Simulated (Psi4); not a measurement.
# InH2F (SMILES [F][InH2]): levels of theory compared

Wanted: a comparison of 3 runs (HF/def2-SVP, wB97X-D/STO-6G, B97-3c/def2-mTZVP) of InH2F. 

The results are computed with Psi4 1.11.

2 further runs of the same task are left out: 1 that didn't finish, 1 set aside as unsound or not needed.

### 1 The structure to begin with

InH2F has 4 atoms, charge 0, and is taken as a singlet. As SMILES, `[F][InH2]`. The coordinates come from a PBE0-D4/def2-TZVP relaxation.

Bond lengths: F1–In2 1.961 Å, In2–H3 1.702 Å, In2–H4 1.702 Å. Angles: F1–In2–H3 110.4°, F1–In2–H4 110.4°, H3–In2–H4 139.2°.

### 2 Energy and forces at HF/def2-SVP (core potential) (run 1)

fh2in.dat

```
memory 1.6 GB

molecule mol {
  F
  In 1 r2
  H 2 r3 1 a3
  H 2 r4 3 a4 1 d4

  r2 = 1.961097
  r3 = 1.702273
  a3 = 110.38202
  r4 = 1.702278
  a4 = 139.23802
  d4 = 179.99743
  units angstrom
  symmetry c1
  no_reorient
  no_com
}

set {
  basis         def2-SVP
  puream        true
  e_convergence 1e-09
  d_convergence 1e-08
  scf_type      pk
}

E, wfn = gradient("scf", return_wfn=True)
oeprop(wfn, "DIPOLE", "MAYER_INDICES", "WIBERG_LOWDIN_INDICES", title="SCF")
print_variables()
```

Launch:

```bash
$ psi4 -i fh2in.dat -o fh2in.out -n 1
```

fh2in.out:

```text
[...]
    !!!  WARNING: ECP capability is in beta. Please check occupations closely.  !!!
[...]
  Running in c1 symmetry.
[...]
  Nuclear repulsion =   67.384370480820991
[...]
  Multiplicity = 1
[...]
  Nalpha       = 16
  Nbeta        = 16
[...]
    Number of basis functions: 50
[...]
   @RHF iter   1:  -289.66132010894023   -1.63945e+00   8.40943e-03 ADIIS/DIIS
[...]
   @RHF iter  10:  -289.72531394754338   -8.58336e-12   6.52410e-09 DIIS
[...]
    Orbital Energies [Eh]
    ---------------------
    Doubly Occupied:
       1A    -26.178174     2A     -5.409005     3A     -3.671166
       4A     -3.662356     5A     -3.661082     6A     -1.429882
       7A     -1.058335     8A     -1.054173     9A     -1.050417
      10A     -1.047289    11A     -1.046087    12A     -0.602070
      13A     -0.551442    14A     -0.543505    15A     -0.494799
      16A     -0.435305
[...]
  @RHF Final Energy:  -289.72531394754338
   => Energetics <=
    Nuclear Repulsion Energy =             67.3843704808209907
    One-Electron Energy =                -610.4291947169768946
    Two-Electron Energy =                 253.3195102886125483
    Total Energy =                       -289.7253139475433841
[...]
  -Total Gradient:
     Atom            X                  Y                   Z
    ------   -----------------  -----------------  -----------------
       1       -0.000000409407     0.000000735680     0.000465568275
       2        0.000001501468    -0.000001734098     0.005769293679
       3       -0.000000593981     0.003059005483    -0.003116938901
       4       -0.000000498081    -0.003058007064    -0.003117923054
[...]
 Multipole Moments:
 ------------------------------------------------------------------------------------
     Multipole            Electronic (a.u.)      Nuclear  (a.u.)        Total (a.u.)
 ------------------------------------------------------------------------------------
 L = 1.  Multiply by 2.5417464519 to convert [e a0] to [Debye]
 Dipole X            :          0.0001032           -0.0000719            0.0000313
 Dipole Y            :         -0.0000622            0.0000375           -0.0000248
 Dipole Z            :         16.4272702          -15.0681498            1.3591204
 Magnitude           :                                                    1.3591204
[...]
```

Run time: 3.6 s. Hardware: 1 thread of Intel Xeon Platinum 8488C (Sapphire Rapids), shared host; peak memory 0.21 GiB.

### 3 The energy at wB97X-D/STO-6G (ZORA) (run 2)

run.py

```python
import psi4

psi4.set_memory('1600 MB')
psi4.set_num_threads(1)
psi4.set_output_file('run.log', False)

mol = psi4.geometry("""
0 1
F     -1.631800    -0.629400     0.188600
In     0.194400     0.052300    -0.026300
H      1.304300    -0.965100     0.767900
H      0.188600     1.481900    -0.950400
no_reorient
no_com
""")

psi4.set_options({
    'basis': 'STO-6G',
    'reference': 'rks',
    'scf_type': 'direct',
    'relativistic': 'zora',
})

E = psi4.energy("wb97x-d", molecule=mol)
print(f'wb97x-d energy: {E:.10f} Eh')
```

Launch:

```bash
$ python run.py
```

run.log:

```text
[...]
  Running in c1 symmetry.
[...]
  Nuclear repulsion =  152.791766718926624
[...]
  Multiplicity = 1
[...]
  Nalpha       = 30
  Nbeta        = 30
[...]
    Number of basis functions: 34
[...]
   @DF-RKS iter   1: -6127.11984575008319   -2.18508e+00   1.59218e-02 DIIS/ADIIS
[...]
   @RKS iter  15: -6006.53887602177292   -2.69238e-08   5.58609e-07 DIIS
[...]
    Orbital Energies [Eh]
    ---------------------
    Doubly Occupied:
       1A   -1047.220827     2A   -155.189723     3A   -139.186099
       4A   -139.185263     5A   -139.184733     6A    -28.913889
       7A    -24.746292     8A    -24.273365     9A    -24.268166
      10A    -24.267985    11A    -15.843525    12A    -15.842136
      13A    -15.841669    14A    -15.838188    15A    -15.837993
      16A     -3.963141    17A     -2.731731    18A     -2.718875
      19A     -2.718185    20A     -1.078986    21A     -0.432874
      22A     -0.388341    23A     -0.380856    24A     -0.368416
      25A     -0.365596    26A     -0.356525    27A     -0.312482
      28A     -0.257656    29A     -0.244506    30A     -0.221345
[...]
  @RKS Final Energy: -6006.53887602177292
   => Energetics <=
    Nuclear Repulsion Energy =            152.7917667189266240
    One-Electron Energy =               -8547.0191488293148723
    Two-Electron Energy =                2514.8784046520763695
    DFT Exchange-Correlation Energy =    -127.1894829814795713
    Empirical Dispersion Energy =          -0.0004155819818016
    VV10 Nonlocal Energy =                  0.0000000000000000
    Total Energy =                      -6006.5388760217729214
[...]
 Multipole Moments:
 ------------------------------------------------------------------------------------
     Multipole            Electronic (a.u.)      Nuclear  (a.u.)        Total (a.u.)
 ------------------------------------------------------------------------------------
 L = 1.  Multiply by 2.5417464519 to convert [e a0] to [Debye]
 Dipole X            :          7.2369787           -6.9309485            0.3060302
 Dipole Y            :          4.9993377           -4.8851310            0.1142067
 Dipole Z            :         -0.4634791            0.4274560           -0.0360230
 Magnitude           :                                                    0.3286263
[...]
```

Standard output:

```text
wb97x-d energy: -6006.5388760218 Eh
```

It took 27 s on 1 thread of Intel Xeon Platinum 8488C (Sapphire Rapids), shared host; peak memory 0.38 GiB.

### 4 Energy and forces at B97-3c/def2-mTZVP (core potential) (run 3)

fh2in.xyz

```xyz
4
FH2In
F     -1.631800    -0.629400     0.188600
In     0.194400     0.052300    -0.026300
H      1.304300    -0.965100     0.767900
H      0.188600     1.481900    -0.950400
```

calc.py

```python
import psi4

psi4.set_memory(1600000000)
psi4.set_num_threads(1)
psi4.core.set_output_file('psi4.out', False)

with open('fh2in.xyz') as f:
    atoms = ''.join(f.readlines()[2:])
geom = psi4.geometry('0 1\n' + atoms + '')

psi4.set_options({
    'scf_type': 'pk',
    'diis_max_vecs': 20,
})

e_tot, wfn = psi4.gradient('b97-3c', molecule=geom, return_wfn=True)
print('gradient / Eh bohr^-1')
print(e_tot.np.round(6))
print(f'energy = {wfn.energy():.10f} Eh')
```

Launch:

```bash
$ python calc.py
```

psi4.out:

```text
[...]
    !!!  WARNING: ECP capability is in beta. Please check occupations closely.  !!!
[...]
  Running in c1 symmetry.
[...]
  Nuclear repulsion =   67.384355870191271
[...]
  Multiplicity = 1
[...]
  Nalpha       = 16
  Nbeta        = 16
[...]
    Number of basis functions: 61
[...]
   @RKS iter   1:  -291.28942427467211   -8.57927e-01   1.26596e-02 ADIIS/DIIS
[...]
   @RKS iter  12:  -291.50556922928274   -1.53477e-12   1.50538e-09 DIIS
[...]
    Orbital Energies [Eh]
    ---------------------
    Doubly Occupied:
       1A    -24.160413     2A     -4.517428     3A     -2.966008
       4A     -2.953475     5A     -2.952677     6A     -0.993976
       7A     -0.729689     8A     -0.722037     9A     -0.721314
      10A     -0.717052    11A     -0.713481    12A     -0.405721
      13A     -0.310503    14A     -0.304572    15A     -0.294891
      16A     -0.268972
[...]
  @RKS Final Energy:  -291.50556922928274
   => Energetics <=
    Nuclear Repulsion Energy =             67.3843558701912713
    One-Electron Energy =                -610.6372135388894549
    Two-Electron Energy =                 279.9836093132537940
    DFT Exchange-Correlation Energy =     -28.2269150738128936
    Empirical Dispersion Energy =          -0.0094058000254101
    VV10 Nonlocal Energy =                  0.0000000000000000
    Total Energy =                       -291.5055692292827416
[...]
 Multipole Moments:
 ------------------------------------------------------------------------------------
     Multipole            Electronic (a.u.)      Nuclear  (a.u.)        Total (a.u.)
 ------------------------------------------------------------------------------------
 L = 1.  Multiply by 2.5417464519 to convert [e a0] to [Debye]
 Dipole X            :         15.1262868          -14.0316850            1.0946018
 Dipole Y            :          5.6463693           -5.2377961            0.4085733
 Dipole Z            :         -1.7800450            1.6512309           -0.1288141
 Magnitude           :                                                    1.1754481
[...]
  -Total Gradient:
     Atom            X                  Y                   Z
    ------   -----------------  -----------------  -----------------
       1        0.009367996049     0.003497639393    -0.001102434688
       2       -0.008361431510    -0.003123245727     0.000983646201
       3       -0.000719728497     0.000483971381    -0.000400842422
       4       -0.000134689634    -0.000801570725     0.000501738282
[...]
```

On the terminal:

```text
gradient / Eh bohr^-1
[[ 0.009368  0.003498 -0.001102]
 [-0.008361 -0.003123  0.000984]
 [-0.00072   0.000484 -0.000401]
 [-0.000135 -0.000802  0.000502]]
energy = -291.5055692293 Eh
```

It took 8.7 s on 1 thread of Intel Xeon Platinum 8488C (Sapphire Rapids), shared host; peak memory 0.37 GiB.

### 5 The series

```
run                               level      task  integrals   energy (Eh)  dipole moment (D)  HOMO energy (eV)  LUMO energy (eV)  wall time
  1        HF/def2-SVP (core potential)  gradient         pk   -289.725314               3.45            -11.85              0.72      3.6 s
  2               wB97X-D/STO-6G (ZORA)    energy     direct  -6006.538876               0.84             -6.02              3.82       27 s
  3  B97-3c/def2-mTZVP (core potential)  gradient         pk   -291.505569               2.99             -7.32             -2.43      8.7 s
```

### 6 What came out

| quantity | value |
| --- | --- |
| run 3: total energy | -291.50557 Eh |
| run 3: dipole moment | 2.99 D |
| run 3: HOMO energy | -7.32 eV |
| run 3: LUMO energy | -2.43 eV |
| run 3: HOMO–LUMO gap | 4.89 eV |
| run 3: largest force on an atom | 0.517 eV/Å |

**Reading.** The dipole moment (its size) runs from 0.84 D (wB97X-D/STO-6G) to 3.45 D (HF/def2-SVP). The two ends differ in method and basis and Hamiltonian and core potential. The HOMO–LUMO gap runs from 4.89 eV (B97-3c/def2-mTZVP) to 12.56 eV (HF/def2-SVP). The two ends differ in method and basis. Totals of different functionals can't be ranked against each other. Some runs of one species differ in core potentials or relativity; totals across that change don't compare. In run 2 the basis is minimal, so the values are rough. All runs together took 39 s, the longest 27 s.
